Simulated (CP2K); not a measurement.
Runs of CP2K 2026.2 on GaGe. It takes space group F-43m (No. 216, cubic). Conventional cell: a = 5.796 Å, b = 5.796 Å, c = 5.796 Å, α = 90.00°, β = 90.00°, γ = 90.00°. Ge (site symmetry -43m) has 4 Ga at 2.51 Å as nearest neighbours. Around Ga (site symmetry -43m) lie 4 Ge at 2.51 Å. The cell comes from a database or a generator and needn't be the stable form of this composition.

```tsv
level	potentials or basis	smearing	NGRIDS	points a segment of the path (NPOINTS)	bands added on the path	CUTOFF of the grids	gap on the mesh (eV)	pressure (GPa)
TB-mBJ	POTENTIAL_UZH Ge GTH-PBE-q4, Ga GTH-PBE-q13; TZVP-MOLOPT-PBE-GTH basis	fermi-dirac 0.05 eV	5	6	6	675 Ry	none	-
PBEsol	POTENTIAL_UZH Ge GTH-PBE-q4, Ga GTH-PBE-q13; TZVP-MOLOPT-PBE-GTH basis	fermi-dirac 0.0259 eV	4	6	6	450 Ry	none	-1.1
LDA	GTH_POTENTIALS Ge GTH-PADE-q4, Ga GTH-PADE-q13; TZVP-MOLOPT-PBE-GTH basis	fermi-dirac 0.1 eV	5	10	6	450 Ry	none	-4.3
r2SCAN	POTENTIAL_UZH Ge GTH-SCAN-q4, Ga GTH-SCAN-q13; TZVP-MOLOPT-SCAN-GTH basis	fermi-dirac 0.01 eV	5	8	2	675 Ry	none	(a)
```

Alike in all rows: task band structure; no spin polarisation; cell as given; k mesh 8 × 8 × 8.

**Question.** Fill in the values left out.

**Answer.** (a) -3.4.

Caveats: the basis of atomic orbitals isn't converged, which shifts pressures, moduli and gaps; the potentials were made for another functional, which shifts forces and pressure (some runs); this is a model potential without an energy functional, so only levels have meaning (some runs).

A k mesh can miss the band edges, and the runs leave out spin-orbit coupling on Ga, Ge.

A gap of «none» marks a metal or a gap under the smearing width.

Runs at the PBE level aren't shown here.
